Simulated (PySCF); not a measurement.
# [Pb(BH4)3]−: other functionals and bases at one geometry

An exercise on one series of results from a longer session: the logs are not shown, and one member is left open.

Method: several levels, as the steps say, no spin–orbit coupling; program: PySCF 2.14.0.

2 further runs of the same task are left out: 2 for a known fault of the program.

### Where the work starts

16 atoms, charge -1, spin multiplicity 1.

Bond lengths: Pb1–B2 2.669 Å, Pb1–H4 2.219 Å, Pb1–B7 2.669 Å, Pb1–H9 2.219 Å, Pb1–B12 2.669 Å, Pb1–H14 2.219 Å, B2–H3 1.227 Å, B2–H4 1.279 Å, B2–H5 1.237 Å, B2–H6 1.242 Å, B7–H8 1.227 Å, B7–H9 1.279 Å, B7–H10 1.237 Å, B7–H11 1.242 Å, B12–H13 1.227 Å, B12–H14 1.279 Å, B12–H15 1.237 Å, B12–H16 1.242 Å. Angles: B2–Pb1–H4 28.5°, B2–Pb1–B7 112.2°, B2–Pb1–H9 92.9°, B2–Pb1–B12 112.2°, B2–Pb1–H14 103.5°, H4–Pb1–B7 103.5°, H4–Pb1–H9 76.9°, H4–Pb1–B12 92.9°, H4–Pb1–H14 76.9°, B7–Pb1–H9 28.5°, B7–Pb1–B12 112.2°, B7–Pb1–H14 92.9°, H9–Pb1–B12 103.5°, H9–Pb1–H14 76.9°, B12–Pb1–H14 28.5°, Pb1–B2–H3 158.7°, Pb1–B2–H4 55.8°, Pb1–B2–H5 81.4° and more.

As a file:

| atom | x (Å) | y (Å) | z (Å) |
| --- | --- | --- | --- |
| Pb1 | 0.0000 | 0.0000 | -0.6553 |
| B2 | 2.5581 | 0.0294 | 0.1066 |
| H3 | 3.5268 | 0.0587 | 0.8589 |
| H4 | 1.5780 | -0.2253 | 0.8885 |
| H5 | 2.6273 | -0.8696 | -0.7400 |
| H6 | 2.3659 | 1.1316 | -0.4316 |
| B7 | -1.3045 | 2.2007 | 0.1066 |
| H8 | -1.8142 | 3.0249 | 0.8589 |
| H9 | -0.5939 | 1.4793 | 0.8885 |
| H10 | -0.5605 | 2.7101 | -0.7400 |
| H11 | -2.1630 | 1.4831 | -0.4316 |
| B12 | -1.2536 | -2.2300 | 0.1066 |
| H13 | -1.7126 | -3.0836 | 0.8589 |
| H14 | -0.9841 | -1.2539 | 0.8885 |
| H15 | -2.0668 | -1.8405 | -0.7400 |
| H16 | -0.2029 | -2.6147 | -0.4316 |

Formal oxidation states: Pb +2. An earlier session relaxed this geometry at TPSS, Pb def2-SVP with ECP60, B def2-SVP, H def2-SVP (singlet, point group C3).

At TPSS on the finer grid: E = -274.602692 Eh, HOMO -2.89 eV, LUMO 1.89 eV, Mulliken charge on Pb1 +0.52 e, largest force component 0.019 eV/Å. 

Levels to run: wB97X; B3LYP; BLYP; BP86; TPSS, TZVP; TPSS, x2c-SVP. Hardware: 2 threads of Arm Neoverse V1, shared host.

Set-up of the first run:

Contents of run.py (the lines that set the calculation):

```python
mol = gto.M(atom='''
Pb     0.00000     0.00000    -0.65529
B      2.55806     0.02937     0.10659
H      3.52676     0.05867     0.85889
H      1.57803    -0.22532     0.88847
H      2.62729    -0.86963    -0.74004
H      2.36591     1.13162    -0.43160
B     -1.30447     2.20066     0.10659
H     -1.81419     3.02493     0.85889
H     -0.59388     1.47927     0.88847
H     -0.56052     2.71012    -0.74004
H     -2.16297     1.48313    -0.43160
B     -1.25360    -2.23003     0.10659
H     -1.71257    -3.08360     0.85889
H     -0.98415    -1.25395     0.88847
H     -2.06677    -1.84049    -0.74004
H     -0.20294    -2.61475    -0.43160''',
    basis={'Pb': 'def2-SVP', 'B': 'def2-SVP', 'H': 'def2-SVP'},
    ecp={'Pb': 'def2-SVP'},
    charge=-1, spin=0)
mf = dft.RKS(mol, xc='WB97X')
mf.grids.atom_grid = (75, 302)
mf = mf.density_fit()  # fitting sets: Pb def2-universal-JKFIT, B def2-universal-JKFIT, H def2-universal-JKFIT
mf.conv_tol = 1e-08; mf.max_cycle = 55
mf.kernel(dm0)  # dm0: the density of the relaxed state
```

Launch:

```bash
$ OMP_NUM_THREADS=2 python run.py
```

Steps of the session up to this table: wB97X; B3LYP; BLYP; BP86; TPSS, TZVP; TPSS, x2c-SVP.

One of the session's tables, all rows but one given; the rest of the session is left out.

| level | HOMO (eV) | gap (eV) | charge on Pb1 (e) | dipole (D) | largest force component (eV/Å) |
| --- | --- | --- | --- | --- | --- |
| TPSS (relaxed here) | -2.89 | 4.78 | 0.52 | 4.32 | 0.02 |
| wB97X | -6.04 | 10.22 | 0.62 | 4.46 | 0.61 |
| B3LYP | -3.66 | 5.91 | 0.51 | 4.36 | 0.08 |
| BLYP | -2.55 | 4.48 | 0.38 | 4.21 | 0.29 |
| BP86 | ? | ? | ? | ? | ? |
| TPSS, TZVP | -3.01 | 4.77 | 0.68 | 4.36 | 0.21 |
| TPSS, x2c-SVP | -2.90 | 4.79 | 0.54 | 4.30 | 0.68 |

Estimate the missing values for BP86.

The run gave: HOMO (eV): -2.79; gap (eV): 4.48; charge on Pb1 (e): 0.41; dipole (D): 4.15; largest force component (eV/Å): 0.11. In the column «HOMO (eV)» it lies between TPSS (relaxed here) (-2.89) and BLYP (-2.55).

The dipole of a charged species depends on the origin, so these sizes hold for this origin alone.

In one basis the HOMO–LUMO gap runs from 4.48 eV (BLYP) to 10.22 eV (wB97X). The largest leftover force, 0.68 eV/Å with TPSS, x2c-SVP, stands at a geometry relaxed at another level. Total energies of different levels can't be compared.
